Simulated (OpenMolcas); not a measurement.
**Dy²⁺ among point charges: CASSCF levels and susceptibility**

Aim: the splitting of the states of Dy²⁺ in the field of 6 point charges, its lowest levels with spin-orbit coupling and its magnetic susceptibility.

The numbers are computed with OpenMolcas 26.06 (state-averaged CASSCF, spin-orbit coupling by RASSI with atomic mean-field integrals), except any that are marked as measured or tabulated.

## 1. What is computed

- Species: Dy²⁺ (dysprosium, Z = 66, 64 electrons)
- Basis: ANO-RCC-VDZP [7s6p4d2f1g], 68 functions
- Scalar Hamiltonian: DKH2, point nucleus
- Inactive shells: 1s 2s 2p 3s 3p 3d 4s 4p 4d 5s 5p
- Active space: 10 electrons in 7 orbitals (4f)
- Some configurations of this space: 4f¹⁰
- Orbitals: optimised for the highest spin of each parity, averaged over all roots

The outer shells:

4f10
```
4f [↑↓][↑↓][↑↓][↑ ][↑ ][↑ ][↑ ]
```

The ion sits among 6 point charges of -1 e arranged as a tetragonal octahedron (D4h), 2.39 Å from the ion, with the axial distance 2.605 Å.

Each step is its own input file, run in one work folder so that later steps find the files of earlier ones. Labels, J, g values, rates, χT and fits are worked out afterwards by a script from the matrices that RASSI stores. The input lists half of the charges; inversion (Group=XYZ) makes the rest.

## 2. One- and two-electron integrals

The input, a.inp:

```
&GATEWAY
Coord
1

Dy 0.0 0.0 0.0
Basis=ANO-RCC-VDZP
Group=XYZ
NoMove
AngMom=0.0 0.0 0.0
AMFI
XField
3 Angstrom 0
2.390000 0.000000 0.000000 -1.000000
0.000000 2.390000 0.000000 -1.000000
0.000000 0.000000 2.605100 -1.000000
&SEWARD
```

On the command line:

```sh
$ OMP_NUM_THREADS=1 MOLCAS_MEM=2252 MOLCAS_PROJECT=a pymolcas a.inp > a.log
```

## 3. CASSCF: quintets of even parity, 35 roots

The input, a.inp:

```
&RASSCF
FileOrb=start.orb
Symmetry=1
Spin=5
nActEl=10 0 0
Inactive=15 12
Ras2=0 7
CIRoot=35 35 1
SDav=35
CIMx=300
Iter=120 100
PrWF=0.3
OrbListing=Nothing
MaxOrb=0
>>> COPY $Project.JobIph JOB001
```

start.orb holds the contracted functions of the basis, ordered by shell, or the orbitals of the step before.

## 4. CASSCF: triplets of even parity, 162 roots

The input, a.inp:

```
&RASSCF
FileOrb=start.orb
Symmetry=1
Spin=3
nActEl=10 0 0
Inactive=15 12
Ras2=0 7
CIRoot=162 162 1
SDav=210
CIMx=300
Iter=120 100
PrWF=0.3
OrbListing=Nothing
MaxOrb=0
CIOnly
>>> COPY $Project.JobIph JOB002
```

## 5. CASSCF: singlets of even parity, 162 roots

The input, a.inp:

```
&RASSCF
FileOrb=start.orb
Symmetry=1
Spin=1
nActEl=10 0 0
Inactive=15 12
Ras2=0 7
CIRoot=162 162 1
SDav=196
CIMx=300
Iter=120 100
PrWF=0.3
OrbListing=Nothing
MaxOrb=0
CIOnly
>>> COPY $Project.JobIph JOB003
```

## 6. State interaction with spin-orbit coupling

The input, a.inp:

```
&RASSI
NrOfJobIphs=3 33 106 31
1 2 3 4 5 6 7 8 9 10 11 12 13 14 15 16 17 18 19 20 21 22 23 24 25 26 27
28 29 30 31 32 33
1 2 3 4 5 6 7 8 9 10 11 12 13 14 15 16 17 18 19 20 21 22 23 24 25 26 27
28 29 30 31 32 33 34 35 36 37 38 39 40 41 42 43 44 45 46 47 48 49 50 51
52 53 54 55 56 57 58 59 60 61 62 63 64 65 66 67 68 69 70 71 72 73 74 75
76 77 78 79 80 81 82 83 84 85 86 87 88 89 90 91 92 93 94 95 96 97 98 99
100 101 102 103 104 105 106
1 2 3 4 5 6 7 8 9 10 11 12 13 14 15 16 17 18 19 20 21 22 23 24 25 26 27
28 29 30 31
IphNames
JOB001
JOB002
JOB003
EJob
SpinOrbit
DIPRint=1.0
SOCoupling=1000.0
Subsets=2
Property=9
'ANGMOM' 1 'ANGMOM' 2 'ANGMOM' 3 'MLTPL  1' 1 'MLTPL  1' 2 'MLTPL  1' 3
'AMFI' 1 'AMFI' 2 'AMFI' 3
SOProperty=3
'ANGMOM' 1 'ANGMOM' 2 'ANGMOM' 3
```

Before running it: what results should come out? Wanted: spin-free ground state; first state of the same spin within the active space; lowest level; next level.

**Answer**, as computed:

```
                                            quantity                            value
                                              method                           CASSCF
                              spin-free ground state  5A1, 1-fold in its orbital part
first state of the same spin within the active space                  5E at 4.57 cm⁻¹
                                        lowest level                        1-fold A1
                                          next level                         1.3 cm⁻¹
                                         χT at 300 K                  13.93 cm³ K/mol
                           effective moment at 300 K                         10.55 μB
```

In words: The spin-free ground state (5A1) comes to 100 % from free-ion I terms and keeps the highest spin of the shell. The triplets, singlets rest on orbitals optimised for another spin in at least one step, which raises them against the optimised states. Not all states of the active space went into the spin-orbit step. High states of lower spin are left out of the spin-orbit mixing, and CASSCF puts spin-flip levels too high. Point charges carry no covalency, so the field is a model and not that of real ligands.
